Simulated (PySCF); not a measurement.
# C5H6ClFO: the cost of one run

Computed with PySCF 2.14.0 and routines of our own; the level stands in each step. Atoms count from 0.

## (1) The system as given

14 atoms, charge 0, multiplicity 1; geometry from: GFN2-xTB.

## (2) Magnetic properties: GIAO BHandHLYP/pcSseg-1

The job: settings as JSON, then the geometry in Å.

```
{"job": {"kind": "mag", "xc": "BHandHLYP", "basis": "pcSseg-1", "isotopologues": 2}, "charge": 0, "multiplicity": 1}
C     -1.755051     0.546181    -0.793797
C     -0.915250     0.879088     0.397127
O     -0.844690     1.960452     0.913550
C     -0.069187    -0.293052     0.929995
F     -0.571117    -1.494822     0.488247
C      1.345101    -0.091368     0.473717
C      1.945231    -0.899626    -0.385027
Cl     3.554108    -0.649642    -0.918887
H     -2.258994     1.436592    -1.158048
H     -1.126410     0.118430    -1.572438
H     -2.488414    -0.209174    -0.515950
H     -0.119363    -0.307687     2.026590
H      1.827766     0.784852     0.878056
H      1.475591    -1.780697    -0.795257
```

With the program's defaults for keys left out, this is: GIAO BHandHLYP/pcSseg-1 magnetisability, rotational g tensor and spin-rotation constants, non-relativistic, gas phase.

On the command line:

```bash
> OMP_NUM_THREADS=1 python excited_run.py task.json out
```

The driver reads the jobs from task.json and runs them one after another.

Q: Estimate the wall time and peak memory of this first job on 1 thread of Arm Neoverse V2, shared host.

About 35 s, with a peak of 0.78 GiB.
